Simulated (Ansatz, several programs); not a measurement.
Ag2CdSiTe4 in the kesterite structure, relaxed with PBE in Ansatz (plane waves, PAW): the symmetry is I-4 (No. 82, tetragonal); a = 6.438 Å, c = 12.510 Å in the conventional setting, 32.41 Å³ an atom. Ag is surrounded by 4 Te at 2.85 Å; Ag is surrounded by 4 Te at 2.79 Å; Cd is surrounded by 4 Te at 2.86 Å; Si is surrounded by 4 Te at 2.57 Å; Te is surrounded by 1 Si at 2.57 Å and 2 Ag at 2.79–2.85 Å and 1 Cd at 2.86 Å. The cell was then scaled with its shape and fractional coordinates held, which makes it stiffer than a relaxed compression. All values are calculated for a non-magnetic cell, which may be hypothetical.

| V (Å³/atom) | E (meV/atom) |
| --- | --- |
| 30.463 | 16.69 |
| 32.408 | 0.00 |
| 33.380 | 3.62 |
| 34.352 | 13.52 |

Problem. Pass a cubic E = c₀ + c₁u + c₂u² + c₃u³, with u = V − 32.651 Å³, through these points.

Solution. c₀ = 0.25, c₁ = +1.960, c₂ = 3.827, c₃ = -0.2301 (meV and Å³).

Problem. Where is the minimum, and what bulk modulus follows?

Solution. dE/du = 0 at u = -0.250, so V₀ = 32.40 Å³. B = V₀ d²E/dV² = 32.40 × (2c₂ + 6c₃u) = 32.40 × 7.999 = 259 meV/Å³, and 1 meV/Å³ is 0.16022 GPa: 42 GPa. A third-order Birch-Murnaghan fit to all five points gives 32.40 Å³ and 41 GPa.

Problem. Predict the energy and the pressure at the withheld volume, 31.436 Å³.

Solution. With u = -1.215: E ≈ 3.93 meV and P = −dE/dV ≈ +1.34 GPa. The run gives 3.88 meV and, from its stress, +1.33 GPa.
